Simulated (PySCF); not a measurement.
# C4H10AlBr3O (AlBr3.OEt2): the cost of one run

Computed with PySCF 2.14.0 and routines of our own; the level stands in each step. Atoms count from 0.

## Step 1: The system as given

19 atoms, charge 0, multiplicity 1; geometry from: GFN2-xTB.

## Step 2: Geometry optimisation at PBE0-D3(BJ)/def2-SVP

The job: settings as JSON, then the geometry in Å.

```
{"job": {"xc": "PBE0", "basis": "def2-SVP", "d3": "d3bj", "grid": 1, "maxiter": 30, "shake": 0.01, "kind": "geom"}, "charge": 0, "multiplicity": 1}
C      2.138080     0.170200     0.806820
C      1.219110    -0.395650    -0.280470
O     -0.100020     0.205640    -0.275930
C     -0.989110    -0.424020     0.608740
C     -1.633890    -1.684870    -0.007930
Al    -0.583640     1.951940    -1.022960
Br     1.158970     2.406570    -2.414040
Br    -0.697280     3.220250     0.863610
Br    -2.566310     1.458780    -1.994820
H      3.101940    -0.254170     0.747920
H      2.205920     1.268080     0.670840
H      1.721310     0.011260     1.802500
H      1.623940    -0.176970    -1.272770
H      1.101700    -1.469580    -0.155850
H     -0.534870    -0.653850     1.564710
H     -1.811450     0.326260     0.803640
H     -0.879220    -2.433170    -0.181910
H     -2.380690    -2.074440     0.693420
H     -2.125210    -1.445190    -0.934770
```

Launch:

```sh
$ OMP_NUM_THREADS=2 python heavy_run.py task.json out
```

One launch serves the whole session: the jobs run in the order shown.

**Question.** How long does this first job take on 2 threads of Arm Neoverse V1, shared host, and how much memory does it need?

About 6.4 min, with a peak of 1.9 GiB.
